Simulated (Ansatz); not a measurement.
# C6Si: the cost of one run

Program: Ansatz 0.2.0. Level of theory: the levels named in each step. These are calculated values, not measurements.

**1. The starting structure**

Bond lengths: C1–C2 1.266 Å, C2–C3 1.307 Å, C3–C4 1.254 Å, C4–C5 1.296 Å, C5–C6 1.257 Å, C6–Si7 1.763 Å. Angles: C1–C2–C3 180.0°, C2–C3–C4 180.0°, C3–C4–C5 180.0°, C4–C5–C6 180.0°, C5–C6–Si7 180.0°.

As a file:

```xyz
7

C     0.0000    0.0000   -3.9014
C     0.0000    0.0000   -2.6353
C     0.0000    0.0000   -1.3287
C     0.0000    0.0000   -0.0747
C     0.0000    0.0000    1.2210
C     0.0000    0.0000    2.4778
Si    0.0000    0.0000    4.2413
```

**2. A rough first relaxation, PBE-D4/def2-SVP**

input.yaml

```yaml
crystal:
  periodic: [false, false, false]
  atoms:
    - { symbol: C, position_ang: [0.0, 0.0, -3.90139] }
    - { symbol: C, position_ang: [0.0, 0.0, -2.63533] }
    - { symbol: C, position_ang: [0.0, 0.0, -1.32869] }
    - { symbol: C, position_ang: [0.0, 0.0, -0.07472] }
    - { symbol: C, position_ang: [0.0, 0.0, 1.22104] }
    - { symbol: C, position_ang: [0.0, 0.0, 2.47782] }
    - { symbol: Si, position_ang: [0.0, 0.0, 4.24127] }
basis:
  gaussian: { orbitals: def2-SVP }
hamiltonian:
  xc: pbe
  dispersion: d4
relax:
  f_tol: 0.03
  max_steps: 200
```

Run with:

```
$ ansatz run input.yaml --threads 4 --pin off --max-ram 10240MiB --backend cpu --events-out ev --progress --plain --runs-dir out
```

Q: Estimate wall time and peak memory on 4 threads of Arm Neoverse V2, shared host.

About 4.6 s, with a peak of 0.19 GiB.
